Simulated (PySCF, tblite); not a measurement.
**C₅H₄F₃O₂ radical: geometry, infrared bands and EPR parameters**

Wanted: the infrared bands and EPR parameters of C₅H₄F₃O₂ radical (`O=C([C@@H]1C[CH]O1)C(F)(F)F`), by calculation.

Computed with tblite 0.8.0 and PySCF 2.14.0, with density-fitted response routines of our own, on a single molecule in the gas phase. Atoms count from 0, in the outputs and in this text.

## 1. The molecule as given

14 atoms, charge 0, multiplicity 2; geometry from: force field or distance geometry start.

Bonds of the start (Å): O0–C1 1.25, C1–C2 1.54, C2–C3 1.52, C3–C4 1.45, C4–O5 1.38, C1–C6 1.51, C6–F7 1.36, C6–F8 1.36, C6–F9 1.37, O5–C2 1.46, C2–H10 1.10, C3–H11 1.08, C3–H12 1.10, C4–H13 1.09.

## 2. Optimising the geometry with GFN2-xTB

The job: settings as JSON, then the geometry in Å.

```
{"job": {"kind": "relax", "xc": "GFN2-xTB", "basis": "xTB"}, "charge": 0, "multiplicity": 2}
O     -0.131700     0.717500     2.193100
C     -0.518600     0.318000     1.070900
C      0.324700    -0.705400     0.279300
C      1.670000    -0.244100    -0.266900
C      1.209500    -0.782700    -1.528700
O     -0.096900    -0.911600    -1.106300
C     -1.800500     0.790800     0.431000
F     -1.570100     1.502600    -0.700500
F     -2.616700    -0.248600     0.100200
F     -2.538300     1.599400     1.250500
H      0.355300    -1.669700     0.798200
H      1.846100     0.823600    -0.267700
H      2.528800    -0.772100     0.170800
H      1.337500    -0.418100    -2.545700
```

Run with:

```console
> OMP_NUM_THREADS=1 python probes_run.py task.json out
```

One launch serves the whole session: the jobs run in the order shown.

**Question.** This job is followed by: GFN2-xTB harmonic vibrations, gas phase; UKS B3LYP, pcH-1 on C F H O, non-relativistic, mean-field spin-orbit, GIAO. What will the session give for the following? strongest single infrared mode (GFN2-xTB); zero-point energy (GFN2-xTB); g(iso) (B3LYP); ⟨S²⟩; largest a(iso) (averaged by class); potential on the surface of density 0.002 e/bohr³, 1st and 99th percentile.

As calculated:

```
                                                                  quantity                  value
                                 strongest single infrared mode (GFN2-xTB)  1736 cm⁻¹, 922 km/mol
                                              zero-point energy (GFN2-xTB)          52.3 kcal/mol
                                                            g(iso) (B3LYP)                2.00343
                                                                      ⟨S²⟩     0.753 (exact 0.75)
                                        largest a(iso) (averaged by class)   13C on C4, 170.5 MHz
potential on the surface of density 0.002 e/bohr³, 1st and 99th percentile     -1.12 V and 1.49 V
```

**Reading.** The optimisation took 99 steps and gained 0.367 eV; among the close pairs (by a distance rule), O0–C1 changed most, from 1.252 to 1.203 Å. All 36 modes are real, so the xTB geometry is a minimum. The strongest single mode, at 1736 cm⁻¹, moves mainly C1 and O0. Unscaled tight-binding wavenumbers are off by several per cent, some by more. Its intensities can rank the bands wrongly. Most of the unpaired spin sits on C4 (0.89 e). The isotropic g lies 1.1 ppt above the free-electron value. The conformer search found further structures of the same energy, which may be mirror or relabelled copies of this one.
